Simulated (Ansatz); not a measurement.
# Si4N: the cost of one run

Method: DFT PBE, scalar-relativistic, plane waves, PAW, in Ansatz 0.2.0.

## (1) The system as given

The structure is hexagonal, space group P-62m (No. 189). The conventional cell has a = 4.816 Å, b = 4.816 Å, c = 3.444 Å, α = 90.00°, β = 90.00°, γ = 120.00°. Si (site symmetry m2m) has 1 Si at 1.82 Å as nearest neighbours. Si (site symmetry -62m) has 2 N at 1.72 Å and 3 Si at 1.82 Å as nearest neighbours. N (site symmetry -62m) is surrounded by 2 Si at 1.72 Å.

Structure file:

```xyz
5
Lattice="4.8161 0.0000 0.0000 -2.4081 4.1709 0.0000 0.0000 0.0000 3.4441" Properties=species:S:1:pos:R:3 pbc="T T T"
Si    1.8159    0.0000    0.0000
Si   -0.9079    1.5726    0.0000
Si    1.5001    2.5983    0.0000
Si    0.0000    0.0000    0.0000
N     0.0000    0.0000    1.7221
```

Recipe of the guess: random cell by space group and Wyckoff sites (P-62m, No. 189). Its size is a rough estimate.

## (2) A first look at the guess

input.yaml

```yaml
crystal:
  lattice:
    - [4.81613369, 0.0, 0.0]
    - [-2.40806685, 4.17089413, 0.0]
    - [0.0, 0.0, 3.44413562]
  atoms:
    - { symbol: Si, position: [0.37704343, 0.0, 0.0] }
    - { symbol: Si, position: [0.0, 0.37704343, 0.0] }
    - { symbol: Si, position: [0.62295657, 0.62295657, 0.0] }
    - { symbol: Si, position: [0.0, 0.0, 0.0] }
    - { symbol: "N", position: [0.0, 0.0, 0.5] }
basis:
  ecutwfc: 420
kpoints:
  mp_grid: { grid: [6, 6, 6] }
hamiltonian:
  xc: pbe
scf:
  occupations: { method: gaussian, width: 0.1 }
  lower_state_search: "off"
output:
  forces: true
  stress: true
  eigenvalues: true
```

Command:

```bash
$ ansatz run input.yaml --threads 1 --pin off --max-ram 2560MiB --backend cpu --events-out ev --progress --plain --runs-dir out
```

What time and memory should one allow on 1 thread of Intel Xeon at 2.70GHz, shared host?

About 4.8 s, with a peak of 0.36 GiB.
